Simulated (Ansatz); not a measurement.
C₂H₅BFN, SMILES BC(=N)CF, a rigid torsion scan

Computed with Ansatz 0.2.0, Python API.

The script, `torsion.py`:
```python
"""Energy of C2H5BFN as one group turns about a bond."""

import warnings

import ansatz
from ase import Atoms

BASIS = "def2-SVP"
XC = "B3LYP"
FORCE_TOL = 0.02


def main() -> None:
    warnings.simplefilter("ignore", ansatz.DeckWarning)

    atoms = Atoms(["B", "C", "N", "C", "F", "H", "H", "H", "H", "H"], positions=[
        (-0.3594, -0.0775, 1.5789),
        (0.3376, -0.0286, 0.1897),
        (1.5852, 0.1208, 0.1644),
        (-0.3616, -0.0912, -1.0979),
        (-0.7293, 1.1684, -1.5495),
        (-1.5853, -0.1096, 1.604),
        (0.2268, 0.0617, 2.5803),
        (2.188, 0.1774, -0.7108),
        (-1.3782, -0.6479, -0.9059),
        (0.1593, -0.6248, -1.8503),
    ])

    # start the scan from a relaxed geometry
    first = ansatz.Crystal.molecule_from_ase(atoms).calculation()
    first = first.basis(gaussian=BASIS)
    first = first.functional(XC)
    first = first.relax(force_tolerance=FORCE_TOL, max_steps=80)
    atoms.positions = first.run(threads=1, pin="off").report["positions_ang"]

    start = atoms.get_dihedral(0, 1, 3, 4)
    energies = {}
    for turn in range(0, 360, 30):
        turned = atoms.copy()
        turned.set_dihedral(0, 1, 3, 4, start + turn, indices=[3, 4, 8, 9])
        calculation = ansatz.Crystal.molecule_from_ase(turned).calculation().basis(gaussian=BASIS).functional(XC)
        energies[round((start + turn) % 360)] = calculation.run(threads=1, pin="off").report["free_energy_ev"]
    floor = min(energies.values())
    print("dihedral B0-C1-C3-F4 (deg)   E - E(min) (kJ/mol)")
    for angle, e in sorted(energies.items()):
        print(f"{angle:8d} {96.485332 * (e - floor):14.3f}  " + "#" * int(30 * (e - floor) / max(max(energies.values()) - floor, 1e-9)))


if __name__ == "__main__":
    main()
```

```console
$ python torsion.py
dihedral B0-C1-C3-F4 (deg)   E - E(min) (kJ/mol)
      17          0.000
      47          5.001  #######
      77         14.952  #####################
     107         20.905  ##############################
     137         15.403  ######################
     167          3.915  #####
     197          3.370  ####
     227         14.398  ####################
     257         20.163  ############################
     287         16.408  #######################
     317         11.269  ################
     347          4.613  ######
```

Caveats:
- The scan is rigid and the energies are electronic, in a modest basis. With rigid groups the curve can differ much from the relaxed path, the start wasn't checked as a minimum of this torsion, and equivalent turns needn't return to the same energy.
- b3lyp holds the VWN-RPA fit, as in Gaussian; the form of ORCA and Turbomole is b3lyp5.
- Finished in 2.5 min on 1 thread of Arm Neoverse V1, with other jobs on the host, peak memory 0.26 GiB.
